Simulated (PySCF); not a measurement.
**A gas-phase reaction: BrClH2Si + H2 → ClH3Si + BrH**

What reaction energy should one expect for `Cl[SiH2]Br` + `[H][H]` → `[SiH3]Cl` + `Br`?

Programs: PySCF 2.14.0. All values are calculated, for the isolated system unless a continuum is named. Atoms count from 0, parts from 1.

### Step 1. Starting point

Each species was relaxed by itself at PBE0-D3(BJ)/def2-SVPD.

### Step 2. Reaction energy: wB97M-D3(BJ)/def2-TZVPD

Job settings and geometry (Å):

```
{"job": {"kind": "react", "xc": "wB97M-D3(BJ)", "basis": "def2-TZVPD"}, "charge": 0, "multiplicity": 1}
-1 BrClH2Si charge 0 multiplicity 1
Cl     1.279150    -1.160540     0.973960
Si    -0.070530     0.151270     0.118010
Br    -0.672450    -0.586190    -1.884150
H      0.598460     1.463400    -0.045820
H     -1.274420     0.206580     0.980430

-1 H2 charge 0 multiplicity 1
H      0.380300    -0.000030    -0.001880
H     -0.380300     0.000030     0.001880

+1 ClH3Si charge 0 multiplicity 1
Si    -0.027020     0.028300    -0.113050
Cl     2.051550    -0.054070    -0.006310
H     -0.558460     0.022540     1.275510
H     -0.495720    -1.165160    -0.865750
H     -0.401500     1.281900    -0.819370

+1 BrH charge 0 multiplicity 1
Br     0.715040     0.001570    -0.001740
H     -0.708710     0.001030     0.000580
```

Level: wB97M-D3(BJ)/def2-TZVPD reaction energy of separated species, gas phase.

Launch:

```console
> OMP_NUM_THREADS=1 python cluster_run.py task.json out
```

One launch serves the whole session: the jobs run in the order shown.

**Question.** The jobs that follow are: PBE0-D3(BJ)/def2-TZVPD reaction energy of separated species, gas phase; MP2/def2-TZVPD reaction energy of separated species, gas phase. Predict: reaction energy (wB97M-D3(BJ)/def2-TZVPD); ΔH, ΔG at 298 K (xTB thermal terms). Thermal terms come from harmonic xTB runs on each species.

**Answer**, as computed:

| quantity | value |
| --- | --- |
| reaction energy (wB97M-D3(BJ)/def2-TZVPD) | 16.52 kcal/mol |
| ΔH, ΔG at 298 K (xTB thermal terms) | +17.5, +16.6 kcal/mol |
| range of the reaction energy over the runs of this table | 16.52 to 20.48 kcal/mol |

In words: The reaction is endothermic by 17.5 kcal/mol in the gas phase; dispersion gives +0.66, and xTB itself gave 10.41 for the electronic energy (xTB energies and thermal terms come from the earlier relaxation of each species, not shown). No barrier was sought. The reaction energy runs from 16.52 (wB97M-D3(BJ)/def2-TZVPD) to 20.48 kcal/mol (MP2/def2-TZVPD).
